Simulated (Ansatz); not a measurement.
**CH6FOSbSi: small, medium and large basis sets**

An exercise on one series of results from a longer session: the logs are not shown, and one member is left open.

The runs use Ansatz 0.2.0, Gaussian basis; one geometry, several basis sets.

Plan: PBE0-D4/def2-SVP; ωB97M-V/def2-SVP; PBE0-D4/def2-QZVPP; ωB97M-V/def2-QZVPP; the functionals' def2-TZVPP values are taken from earlier runs.

## The relaxed structure

An earlier PBE0-D4 in a triple-zeta def2 set relaxation fixed the geometry. Sb takes the def2 core potential; no spin-orbit term is included.

SMILES `C[O][Sb]([F])[SiH3]`, 11 atoms, charge 0, spin multiplicity 1.

Atoms are counted from 1 here; the program's logs count them from 0.

Bond lengths: C1–O2 1.411 Å, C1–H6 1.098 Å, C1–H7 1.095 Å, C1–H8 1.093 Å, O2–Sb3 1.952 Å, Sb3–F4 1.929 Å, Sb3–Si5 2.601 Å, Si5–H9 1.483 Å, Si5–H10 1.488 Å, Si5–H11 1.487 Å. Angles: O2–C1–H6 112.7°, O2–C1–H7 111.0°, O2–C1–H8 108.1°, H6–C1–H7 108.4°, H6–C1–H8 108.0°, H7–C1–H8 108.5°, C1–O2–Sb3 119.7°, O2–Sb3–F4 97.3°, O2–Sb3–Si5 88.9°, F4–Sb3–Si5 92.8°, Sb3–Si5–H9 108.6°, Sb3–Si5–H10 109.1°, Sb3–Si5–H11 109.4°, H9–Si5–H10 110.5°, H9–Si5–H11 110.4°, H10–Si5–H11 108.8°.

The first run:

in.yaml reads:

```yaml
crystal:
  periodic: [false, false, false]
  atoms:
    - {symbol: C, position_ang: [-0.530202, 1.655879, -1.476747]}
    - {symbol: O, position_ang: [-0.198830, 0.844017, -0.370683]}
    - {symbol: Sb, position_ang: [0.907610, -0.742557, -0.631251]}
    - {symbol: F, position_ang: [-0.505795, -1.941419, -1.165996]}
    - {symbol: Si, position_ang: [0.605144, -1.306018, 1.889599]}
    - {symbol: H, position_ang: [0.296963, 1.754393, -2.192522]}
    - {symbol: H, position_ang: [-1.401071, 1.258655, -2.008617]}
    - {symbol: H, position_ang: [-0.775935, 2.653344, -1.103899]}
    - {symbol: H, position_ang: [-0.835483, -1.204528, 2.227762]}
    - {symbol: H, position_ang: [1.400024, -0.346008, 2.701563]}
    - {symbol: H, position_ang: [1.103074, -2.682858, 2.151489]}
basis:
  gaussian: {orbitals: def2-SVP}
hamiltonian: {xc: pbe0, dispersion: d4}
output: {orbitals: {seedname: orbitals}}
```

Started as:

```
ansatz run in.yaml --threads 4 --pin off --events-out ev --progress --plain --max-ram 11315MiB
```

Among the steps run: PBE0-D4 in def2-SVP; ωB97M-V in def2-SVP; PBE0-D4 in def2-QZVPP; ωB97M-V in def2-QZVPP.

One table of the session follows, with a row left open; its other results are not shown here.

It belongs to the step «Density functionals: the series». 

| functional | basis | HOMO (eV) |
| --- | --- | --- |
| PBE0-D4 | def2-SVP | ? |
| PBE0-D4 | def2-TZVPP | -7.06 |
| PBE0-D4 | def2-QZVPP | -7.08 |
| ωB97M-V | def2-SVP | -8.92 |
| ωB97M-V | def2-TZVPP | -9.05 |
| ωB97M-V | def2-QZVPP | -9.08 |

Q: Estimate the row for PBE0-D4, def2-SVP from the others.

As computed: HOMO (eV): -6.94. In the column «HOMO (eV)» it is the highest.
